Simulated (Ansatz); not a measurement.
# C3H9FInN: up Jacob's ladder to CCSD(T)

One table from this session's results is given with a row withheld; the runs are named, their logs left out.

Method: functionals in def2-TZVPP, the program's frozen cores in correlated methods; program: Ansatz 0.2.0, Gaussian basis.

Levels to be run: PBE-D4, r2SCAN-D4, PBE0-D4, B3LYP-D4, ωB97X-V, ωB97M-V, B2PLYP; CCSD(T)/def2-TZVPP; MP2/def2-QZVPP; extrapolation to the limit.

## The relaxed structure

An earlier PBE0-D4 in a triple-zeta def2 set relaxation fixed the geometry. In takes the def2 core potential; no spin-orbit term is included.

SMILES `CC(C)[NH][InH][F]`, 15 atoms, charge 0, spin multiplicity 1.

Atoms are counted from 1 here; the program's logs count them from 0.

Bond lengths: C1–C2 1.523 Å, C1–H7 1.094 Å, C1–H8 1.094 Å, C1–H9 1.093 Å, C2–C3 1.515 Å, C2–N4 1.447 Å, C2–H10 1.102 Å, C3–H11 1.097 Å, C3–H12 1.094 Å, C3–H13 1.091 Å, N4–In5 1.989 Å, N4–H14 1.010 Å, In5–F6 1.965 Å, In5–H15 1.685 Å. Angles: C2–C1–H7 111.3°, C2–C1–H8 110.2°, C2–C1–H9 110.9°, H7–C1–H8 108.6°, H7–C1–H9 107.9°, H8–C1–H9 107.9°, C1–C2–C3 110.9°, C1–C2–N4 111.8°, C1–C2–H10 107.6°, C3–C2–N4 110.4°, C3–C2–H10 107.3°, N4–C2–H10 108.7°, C2–C3–H11 110.6°, C2–C3–H12 111.2°, C2–C3–H13 111.1°, H11–C3–H12 108.5°, H11–C3–H13 107.4°, H12–C3–H13 107.8° and more.

The first run:

The input, in.yaml:

```yaml
crystal:
  periodic: [false, false, false]
  atoms:
    - {symbol: C, position_ang: [0.668364, 0.951531, -1.400406]}
    - {symbol: C, position_ang: [0.017364, -0.260840, -0.747583]}
    - {symbol: C, position_ang: [1.030547, -1.054478, 0.052381]}
    - {symbol: N, position_ang: [-1.102101, 0.116178, 0.087888]}
    - {symbol: In, position_ang: [-1.305945, 0.057505, 2.065424]}
    - {symbol: F, position_ang: [-2.997643, 1.004139, 2.384297]}
    - {symbol: H, position_ang: [1.466233, 0.652506, -2.086053]}
    - {symbol: H, position_ang: [1.093543, 1.609655, -0.636952]}
    - {symbol: H, position_ang: [-0.065025, 1.527599, -1.970062]}
    - {symbol: H, position_ang: [-0.349326, -0.916866, -1.553099]}
    - {symbol: H, position_ang: [1.456688, -0.439381, 0.854097]}
    - {symbol: H, position_ang: [0.574234, -1.941687, 0.500636]}
    - {symbol: H, position_ang: [1.856593, -1.386059, -0.579207]}
    - {symbol: H, position_ang: [-1.798989, 0.662649, -0.396961]}
    - {symbol: H, position_ang: [-0.544538, -0.582451, 3.425600]}
basis:
  gaussian: {orbitals: def2-TZVPP}
hamiltonian: {xc: pbe, dispersion: d4}
output: {forces: true, orbitals: {seedname: orbitals}}
```

Started as:

```
ansatz run in.yaml --threads 2 --pin off --events-out ev --progress --plain --max-ram 22528MiB --backend cuda --devices 0, --max-vram 18GiB
```

Among the steps run: PBE-D4 (GGA); r2SCAN-D4 (meta-GGA); PBE0-D4 (hybrid); B3LYP-D4 (hybrid); ωB97X-V (range-separated); ωB97M-V (range-separated); B2PLYP (double hybrid); CCSD(T) in def2-TZVPP; MP2 in def2-QZVPP.

One of the session's tables, all rows but one given; the rest of the session is left out.

It belongs to the step «Atomisation energies». 

| method | atoms, summed (eV) | atomisation energy (eV) |
| --- | --- | --- |
| PBE-D4 | -12577.186 | 56.791 |
| r2SCAN-D4 | -12584.946 | 55.779 |
| PBE0-D4 | -12578.719 | 55.823 |
| B3LYP-D4 | -12589.581 | 55.669 |
| ωB97X-V | -12583.898 | 56.012 |
| ωB97M-V | -12582.134 | 55.933 |
| B2PLYP | -12575.996 | 55.108 |
| HF/def2-TZVPP | -12533.573 | 40.209 |
| MP2/def2-TZVPP | -12553.694 | 55.116 |
| CCSD/def2-TZVPP | ? | ? |
| CCSD(T)/def2-TZVPP | -12556.549 | 54.481 |
| MP2/CBS | -12565.107 | 56.603 |
| CCSD(T)/CBS | -12567.963 | 55.968 |

Q: Estimate the row for CCSD/def2-TZVPP from the others.

**Answer.** atoms, summed (eV): -12556.058; atomisation energy (eV): 53.668. In the column «atoms, summed (eV)» it lies between CCSD(T)/def2-TZVPP (-12556.549) and MP2/def2-TZVPP (-12553.694).

Limits of these values: Free atoms (3 C, 1 N, 1 In, 1 F, 9 H) were run apart at each level; the atomisation energy is their sum less the molecule, without zero-point or spin-orbit terms.
